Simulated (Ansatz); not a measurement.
# CH₇InN₂: up Jacob's ladder to CCSD(T)

Aim: compute CH₇InN₂ with functionals from several rungs and with coupled cluster. The yardstick is the atomisation energy at the CCSD(T) limit.

Program: Ansatz 0.2.0, Gaussian basis. Level of theory: functionals in def2-TZVPP, the program's frozen cores in correlated methods. These are calculated values, not measurements.

The runs, in order: LDA (SPW92), PBE-D4, revPBE-D4, BLYP-D4, r2SCAN-D4, B97M-V, PBE0-D4, B3LYP-D4, r2SCANh-D4, r2SCAN0-D4, HSE06-D4, BHLYP-D4, CAM-B3LYP-D4, LC-ωPBE, ωB97X-V, ωB97M-V, B2PLYP, PBE-QIDH; CCSD(T)/def2-SVP; CCSD(T)/def2-TZVPP; MP2/def2-QZVPP; extrapolation to the limit; RPA on PBE.

## 1. The relaxed structure

An earlier PBE0-D4 in a triple-zeta def2 set relaxation fixed the geometry. In takes the def2 core potential; no spin-orbit term is included.

SMILES `NC[NH][InH2]`, 11 atoms, charge 0, spin multiplicity 1.

Atoms are counted from 1 here; the program's logs count them from 0.

Bond lengths: N1–C2 1.504 Å, N1–H5 1.015 Å, N1–H6 1.016 Å, C2–N3 1.426 Å, C2–H7 1.097 Å, C2–H8 1.097 Å, N3–In4 2.121 Å, N3–H9 1.012 Å, In4–H10 1.725 Å, In4–H11 1.722 Å. Angles: C2–N1–H5 111.0°, C2–N1–H6 113.3°, H5–N1–H6 107.8°, N1–C2–N3 109.3°, N1–C2–H7 104.7°, N1–C2–H8 111.0°, N3–C2–H7 110.6°, N3–C2–H8 113.4°, H7–C2–H8 107.5°, C2–N3–In4 97.6°, C2–N3–H9 110.7°, In4–N3–H9 113.7°, N3–In4–H10 117.4°, N3–In4–H11 114.2°, H10–In4–H11 126.6°.

## 2. LDA

This LDA is Slater exchange with PW92 correlation.

The input, in.yaml:

```yaml
crystal:
  periodic: [false, false, false]
  atoms:
    - {symbol: N, position_ang: [-0.562214, 0.911477, -0.322021]}
    - {symbol: C, position_ang: [-0.712502, -0.025135, 0.845490]}
    - {symbol: N, position_ang: [0.455549, -0.837114, 0.950723]}
    - {symbol: In, position_ang: [1.056825, -0.727309, -1.079785]}
    - {symbol: H, position_ang: [-0.097733, 1.769332, -0.042376]}
    - {symbol: H, position_ang: [-1.447840, 1.164036, -0.750080]}
    - {symbol: H, position_ang: [-1.588757, -0.638294, 0.600085]}
    - {symbol: H, position_ang: [-0.942825, 0.527334, 1.764331]}
    - {symbol: H, position_ang: [1.119928, -0.425616, 1.594062]}
    - {symbol: H, position_ang: [2.583035, 0.002457, -1.416860]}
    - {symbol: H, position_ang: [0.136534, -1.721167, -2.143578]}
basis:
  gaussian: {orbitals: def2-TZVPP}
hamiltonian: {xc: lda}
output: {orbitals: {seedname: orbitals}}
```

Run with:

```
ansatz run in.yaml --threads 4 --pin off --events-out ev --progress --plain --max-ram 10444MiB
```

Further steps of the session: PBE-D4 (GGA); revPBE-D4 (GGA); BLYP-D4 (GGA); r2SCAN-D4 (meta-GGA); B97M-V (meta-GGA); B3LYP-D4 (hybrid); r2SCANh-D4 (hybrid); r2SCAN0-D4 (hybrid); HSE06-D4 (hybrid); BHLYP-D4 (hybrid); CAM-B3LYP-D4 (range-separated); LC-ωPBE (range-separated); ωB97X-V (range-separated); ωB97M-V (range-separated); B2PLYP (double hybrid); PBE-QIDH (double hybrid); CCSD(T) in def2-SVP; CCSD(T) in def2-TZVPP; MP2 in def2-QZVPP; RPA on PBE orbitals.

Q: Predict the results of all the runs planned. Wanted: atomisation energy, CCSD(T)/CBS; farthest beyond LDA; mean size of error, GGA; mean size of error, meta-GGA; mean size of error, hybrid; mean size of error, range-separated; mean size of error, double hybrid; gap, smallest and largest; T1 diagnostic.

The runs gave:

```
                               quantity                                                                                             value
        atomisation energy, CCSD(T)/CBS                                                                                     3463.8 kJ/mol
 functionals within 34.6 kJ/mol (1.0 %)  BLYP-D4, r2SCAN-D4, B97M-V, PBE0-D4, B3LYP-D4, HSE06-D4, CAM-B3LYP-D4, LC-ωPBE, ωB97X-V, ωB97M-V
                    farthest beyond LDA                                                                          BHLYP-D4 (-124.9 kJ/mol)
                mean size of error, GGA                                                                                       35.8 kJ/mol
           mean size of error, meta-GGA                                                                                       19.3 kJ/mol
             mean size of error, hybrid                                                                                       54.1 kJ/mol
    mean size of error, range-separated                                                                                       12.3 kJ/mol
      mean size of error, double hybrid                                                                                       61.9 kJ/mol
              gap, smallest and largest                                                             3.67 eV (BLYP-D4), 10.22 eV (LC-ωPBE)
                          T1 diagnostic                                                                                            0.0135
triples share of the correlation energy                                                                                             3.6 %
```

**Reading.** The LDA atomisation energy is off by 530.2 kJ/mol (15 %): it overbinds. PBE-D4 misses by +49.1 kJ/mol. Double hybrids carry the basis error of their MP2 part in triple zeta, and no dispersion term here, so their miss is partly the set-up's. The rungs range-separated, meta-GGA miss on average by less than the doubt on the reference (34.6 kJ/mol), so they tie. Misses under about 34.6 kJ/mol are within the doubt on the reference itself, which lacks core-valence correlation, spin-orbit coupling and higher excitations, and its outer-core shells are covered unevenly. All levels share the lack of spin-orbit coupling, which lowers the free heavy atoms and so the true binding. Hartree-Fock recovers 67 % of the binding; the rest is correlation. CCSD(T) in def2-SVP is off by -245.3 kJ/mol, more than most functionals: a good method in a small basis is no reference. The gap grows from 3.7 to 10.2 eV across the functionals, mostly with the share of exact exchange. Correlated methods include outer-core shells of In, which these sets cover unevenly.
